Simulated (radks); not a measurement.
# Kr²⁺ in [Ar] 3d10 4s2 4p4: an all-electron calculation

One table from this session's results is given with a row withheld; the runs are named, their logs left out.

Method: scalar-relativistic Kohn-Sham, r2SCAN, spin-polarised, spherical densities, finite nucleus; open shells are filled with parallel spins first. Code: radks (a radial shooting solver on a logarithmic mesh, Libxc functionals) version 1.

**What is computed**

* element: krypton (Z = 36)
* charge: +2
* electrons: 34
* configuration: [Ar] 3d10 4s2 4p4
* nuclear rms radius: 4.1884 fm

Outer shells as boxes (Hund's rule):

Kr²⁺
```
[Ar] core
3d [↑↓][↑↓][↑↓][↑↓][↑↓]
4s [↑↓]
4p [↑↓][↑ ][↑ ]
```

The first run:

Input:

```text
Z 36
configuration [Ar] 3d10 4s2 4p4
relativity scalar-relativistic
functional r2scan,r2scan
spin polarised
nucleus finite rms 4.1884 fm
c 137.035999084
```

The run is started by

```sh
$ python run_ks.py task.json out
```

All runs below come from this command, one after another.

Steps of the session up to this table: Self-consistent calculation.

One of the session's tables, all rows but one given; the rest of the session is left out.

It belongs to the step «Radial structure». Sizes of the orbitals, from the radial functions (bohr):

```
  level      <r>  outermost maximum (interpolated)  90 % within  nodes
  1s up  0.04149                            0.0271       0.0742      0
1s down  0.04149                            0.0271       0.0742      0
  2s up   0.1833                             0.154        0.283      1
2s down   0.1833                             0.154        0.283      1
  2p up   0.1601                             0.123        0.261      0
2p down   0.1601                             0.123        0.261      0
  3s up   0.5289                             0.466        0.786      2
3s down   0.5290                             0.466        0.786      2
  3p up   0.5396                             0.463        0.822      1
3p down   0.5395                             0.463        0.821      1
  3d up   0.5553                             0.413        0.908      0
3d down        ?                                 ?            ?      ?
  4s up    1.506                              1.32         2.21      3
4s down    1.511                              1.32         2.22      3
  4p up    1.725                              1.48         2.56      2
4p down    1.743                              1.48         2.60      2
```

Q: Estimate the row for 3d down from the others.

As computed: <r>: 0.5535; outermost maximum (interpolated): 0.413; 90 % within: 0.904; nodes: 0. In the column «<r>» it lies between 3p up (0.5396) and 3d up (0.5553).

To keep in mind: Open shells are spherical and high-spin; term and fine-structure splittings are not resolved.
